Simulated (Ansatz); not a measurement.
# As3Ru: the cost of one run

Computed with Ansatz 0.2.0 (DFT PBE, scalar-relativistic, plane waves, PAW, unless a step's input says otherwise).

### 1 The structure to begin with

The structure is cubic, space group Pm-3m (No. 221). Conventional cell: a = 4.412 Å, b = 4.412 Å, c = 4.412 Å, α = 90.00°, β = 90.00°, γ = 90.00°. As (site symmetry 4/mmm) has 8 As at 3.12 Å and 4 Ru at 3.12 Å in its first shell of neighbours. Around Ru (site symmetry m-3m) lie 12 As at 3.12 Å.

Coordinates:

```
CELL_PARAMETERS angstrom
4.41217 0.00000 0.00000
0.00000 4.41217 0.00000
0.00000 0.00000 4.41217
ATOMIC_POSITIONS crystal
As 0.50000 0.50000 0.00000
As 0.50000 0.00000 0.50000
As 0.00000 0.50000 0.50000
Ru 0.00000 0.00000 0.00000
```

A structure generator made this guess: species swapped into a database cell of TiCo3 (Pm-3m, No. 221), with Ru on the Ti sites and As on the Co sites. The dimensions are guesses.

### 2 The guess as it stands, on a coarse mesh

Input file input.yaml:

```yaml
crystal:
  lattice:
    - [4.4121663, 0.0, 0.0]
    - [0.0, 4.4121663, 0.0]
    - [0.0, 0.0, 4.4121663]
  atoms:
    - { symbol: As, position: [0.5, 0.5, 0.0] }
    - { symbol: As, position: [0.5, 0.0, 0.5] }
    - { symbol: As, position: [0.0, 0.5, 0.5] }
    - { symbol: Ru, position: [0.0, 0.0, 0.0] }
basis:
  ecutwfc: 420
kpoints:
  mp_grid: { grid: [4, 4, 4] }
hamiltonian:
  xc: pbe
scf:
  occupations: { method: gaussian, width: 0.1 }
  lower_state_search: "off"
output:
  forces: true
  stress: true
  eigenvalues: true
```

On the command line:

```
ansatz run input.yaml --threads 1 --pin off --max-ram 2560MiB --backend cpu --events-out ev --progress --plain --runs-dir out
```

**Question.** How long does this run take on 1 thread of Intel Xeon Platinum 8488C (Sapphire Rapids), shared host, and how much memory does it need?

About 1.1 s, with a peak of 0.4 GiB.
